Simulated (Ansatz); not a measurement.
# RbWBr5: the cost of one run

Program: Ansatz 0.2.0. Level of theory: DFT PBE, scalar-relativistic, plane waves, PAW. These are calculated values, not measurements.

1 further run of the same task is left out (set aside as unsound or not needed).

## (1) The structure to begin with

It takes space group P4/mmm (No. 123, tetragonal). Conventional cell: a = 5.168 Å, b = 5.168 Å, c = 8.283 Å, α = 90.00°, β = 90.00°, γ = 90.00°. Rb (site symmetry 4/mmm) has 12 Br at 3.59 to 3.65 Å in its first shell of neighbours. W (site symmetry 4/mmm) is surrounded by 8 Br at 3.07 Å. Br (site symmetry 4/mmm) has 8 Br at 3.59 Å and 4 Rb at 3.65 Å in its first shell of neighbours. Br (site symmetry 2mm) is surrounded by 2 W at 3.07 Å and 2 Rb at 3.59 Å.

Structure file:

```
CELL_PARAMETERS angstrom
5.16777 0.00000 0.00000
0.00000 5.16777 0.00000
0.00000 0.00000 8.28286
ATOMIC_POSITIONS crystal
Rb 0.00000 0.00000 0.00000
W 0.00000 0.00000 0.50000
Br 0.50000 0.50000 0.00000
Br 0.50000 0.00000 0.69928
Br 0.00000 0.50000 0.30072
Br 0.50000 0.00000 0.30072
Br 0.00000 0.50000 0.69928
```

The cell is invented: species swapped into a database cell of DyIn5Rh (P4/mmm, No. 123), with Rb on the Dy sites, Br on the In sites and W on the Rh sites. The dimensions are guesses.

## (2) Probe: one point on a coarse mesh

Input file input.yaml:

```yaml
crystal:
  lattice:
    - [5.16777455, 0.0, 0.0]
    - [0.0, 5.16777455, 0.0]
    - [0.0, 0.0, 8.28286337]
  atoms:
    - { symbol: Rb, position: [0.0, 0.0, 0.0] }
    - { symbol: W, position: [0.0, 0.0, 0.5] }
    - { symbol: Br, position: [0.5, 0.5, 0.0] }
    - { symbol: Br, position: [0.5, 0.0, 0.69928473] }
    - { symbol: Br, position: [0.0, 0.5, 0.30071527] }
    - { symbol: Br, position: [0.5, 0.0, 0.30071527] }
    - { symbol: Br, position: [0.0, 0.5, 0.69928473] }
basis:
  ecutwfc: 420
kpoints:
  mp_grid: { grid: [4, 4, 2] }
hamiltonian:
  xc: pbe
scf:
  occupations: { method: gaussian, width: 0.1 }
  lower_state_search: "off"
output:
  forces: true
  stress: true
  eigenvalues: true
```

Command:

```
$ ansatz run input.yaml --threads 1 --pin off --max-ram 2560MiB --backend cpu --events-out ev --progress --plain --runs-dir out
```

Q: Estimate wall time and peak memory on 1 thread of Intel Xeon Platinum 8488C (Sapphire Rapids), shared host.

About 4.6 s, with a peak of 0.51 GiB.
